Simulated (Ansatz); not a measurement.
# Ni (Ni, simple cubic): the cost of one run

Method: DFT r2SCAN, plane waves (500 eV) with PAW, scalar-relativistic; PAW files made under PBE, frozen cores solved again for the functional, in Ansatz 0.2.0.

## (1) The structure to begin with

Symmetry: Pm-3m, No. 221, cubic system. Conventional cell: a = 2.278 Å, b = 2.278 Å, c = 2.278 Å, α = 90.00°, β = 90.00°, γ = 90.00°. Around Ni (site symmetry m-3m) lie 6 Ni at 2.28 Å.

Structure file:

```xyz
2
Lattice="0.0000 2.2776 2.2776 2.2776 0.0000 2.2776 2.2776 2.2776 0.0000" Properties=species:S:1:pos:R:3 pbc="T T T"
Ni    0.0000    0.0000    0.0000
Ni    2.2776    2.2776    2.2776
```

The atoms start with moments of +0.8, -0.8 μB.

## (2) Geometry optimisation

input.yaml

```yaml
crystal:
  lattice:
    - [0.0, 2.2775907947, 2.2775907947]
    - [2.2775907947, 0.0, 2.2775907947]
    - [2.2775907947, 2.2775907947, 0.0]
  atoms:
    - { symbol: Ni, position: [0.0, 0.0, 0.0], spin: 0.8 }
    - { symbol: Ni, position: [0.5, 0.5, 0.5], spin: -0.8 }
hamiltonian:
  xc: r2scan
  pseudopotentials:
    kind: paw
    azcp:
      Ni: "pseudopotentials/Ni.paw.azcp"
basis:
  ecutwfc: 500
  fft_grid_basis: typed
kpoints:
  mp_grid: { grid: [12, 12, 12], shift: [0, 0, 0] }
magnetization:
  spin_polarized: true
scf:
  occupations: { method: fermi_dirac, width: 0.05 }
relax:
  max_steps: 60
  f_tol: 0.01
  cell: {}
```

On the command line:

```bash
$ ansatz run input.yaml --threads 1 --pin off --max-ram 3584MiB --backend cpu --events-out ev --progress --plain --runs-dir out
```

What time and memory should one allow on 1 thread of Intel Xeon Platinum 8259CL at 2.50GHz (Skylake/Cascade Lake), shared host?

About 72 s, with a peak of 0.55 GiB.
